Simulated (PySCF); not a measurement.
# H14LuO7 (Lu(H2O)73+): the cost of one run

The runs use PySCF 2.14.0; r2SCAN, Lu lcecp-1-SVP with ECP60, O def2-SVP, H def2-SVP; scalar-relativistic core potentials, no spin–orbit coupling.

5 further runs of the same task are left out: 2 for a known fault of the program, 2 that didn't finish, 1 set aside as unsound or not needed.

### Step 1. Where the work starts

22 atoms, charge 3, spin multiplicity 1.

Bond lengths: Lu1–O2 2.405 Å, Lu1–O5 2.405 Å, Lu1–O8 2.405 Å, Lu1–O11 2.405 Å, Lu1–O14 2.405 Å, Lu1–O17 2.405 Å, Lu1–O20 2.405 Å, O2–H3 0.970 Å, O2–H4 0.970 Å, O5–H6 0.970 Å, O5–H7 0.970 Å, O8–H9 0.970 Å, O8–H10 0.970 Å, O11–H12 0.970 Å, O11–H13 0.970 Å, O14–H15 0.970 Å, O14–H16 0.970 Å, O17–H18 0.970 Å and more. Angles: O2–Lu1–O5 180.0°, O2–Lu1–O8 90.0°, O2–Lu1–O11 90.0°, O2–Lu1–O14 90.0°, O2–Lu1–O17 90.0°, O2–Lu1–O20 90.0°, O5–Lu1–O8 90.0°, O5–Lu1–O11 90.0°, O5–Lu1–O14 90.0°, O5–Lu1–O17 90.0°, O5–Lu1–O20 90.0°, O8–Lu1–O11 72.0°, O8–Lu1–O14 144.0°, O8–Lu1–O17 144.0°, O8–Lu1–O20 72.0°, O11–Lu1–O14 72.0°, O11–Lu1–O17 144.0°, O11–Lu1–O20 144.0° and more.

Coordinates:

| atom | x (Å) | y (Å) | z (Å) |
| --- | --- | --- | --- |
| Lu1 | 0.0000 | 0.0000 | 0.0000 |
| O2 | 0.0000 | 0.0000 | 2.4050 |
| H3 | 0.7700 | 0.0000 | 2.9950 |
| H4 | -0.7700 | 0.0000 | 2.9950 |
| O5 | 0.0000 | 0.0000 | -2.4050 |
| H6 | 0.7700 | 0.0000 | -2.9950 |
| H7 | -0.7700 | 0.0000 | -2.9950 |
| O8 | 2.4050 | 0.0000 | 0.0000 |
| H9 | 2.9950 | 0.0000 | 0.7700 |
| H10 | 2.9950 | 0.0000 | -0.7700 |
| O11 | 0.7432 | 2.2873 | 0.0000 |
| H12 | 0.9255 | 2.8484 | 0.7700 |
| H13 | 0.9255 | 2.8484 | -0.7700 |
| O14 | -1.9457 | 1.4136 | 0.0000 |
| H15 | -2.4230 | 1.7604 | 0.7700 |
| H16 | -2.4230 | 1.7604 | -0.7700 |
| O17 | -1.9457 | -1.4136 | 0.0000 |
| H18 | -2.4230 | -1.7604 | 0.7700 |
| H19 | -2.4230 | -1.7604 | -0.7700 |
| O20 | 0.7432 | -2.2873 | 0.0000 |
| H21 | 0.9255 | -2.8484 | 0.7700 |
| H22 | 0.9255 | -2.8484 | -0.7700 |

Formal oxidation states: Lu +3. Each metal's 14 4f electrons lie in its core potential, so multiplicities, spins and levels count the valence alone.

### Step 2. SCF at the start, singlet

run.py (the lines that set the calculation)

```python
mol = gto.M(atom='''
Lu     0.00000     0.00000     0.00000
O      0.00000     0.00000     2.40500
H      0.77000     0.00000     2.99500
H     -0.77000     0.00000     2.99500
O      0.00000     0.00000    -2.40500
H      0.77000     0.00000    -2.99500
H     -0.77000     0.00000    -2.99500
O      2.40500     0.00000     0.00000
H      2.99500     0.00000     0.77000
H      2.99500     0.00000    -0.77000
O      0.74320     2.28730     0.00000
H      0.92550     2.84840     0.77000
H      0.92550     2.84840    -0.77000
O     -1.94570     1.41360     0.00000
H     -2.42300     1.76040     0.77000
H     -2.42300     1.76040    -0.77000
O     -1.94570    -1.41360     0.00000
H     -2.42300    -1.76040     0.77000
H     -2.42300    -1.76040    -0.77000
O      0.74320    -2.28730     0.00000
H      0.92550    -2.84840     0.77000
H      0.92550    -2.84840    -0.77000''',
    basis={'Lu': 'lcecp-1-SVP', 'O': 'def2-SVP', 'H': 'def2-SVP'},
    ecp={'Lu': 'lcecp-1-SVP'},
    charge=3, spin=0)
mf = dft.RKS(mol, xc='R2SCAN')
mf.grids.atom_grid = (50, 194)  # f atoms: unpruned, at least (60, 302)
mf = mf.density_fit()  # fitting sets: Lu AutoAux, O def2-universal-JKFIT, H def2-universal-JKFIT
mf.conv_tol = 1e-08; mf.max_cycle = 55
mf.kernel(dm0)  # dm0: free metal ions and neutral atoms
```

Launch:

```
OMP_NUM_THREADS=4 python run.py
```

What time and memory should one allow on 4 threads of Intel Xeon 6975P-C (Granite Rapids), shared host?

About 15 s, with a peak of 1.5 GiB.
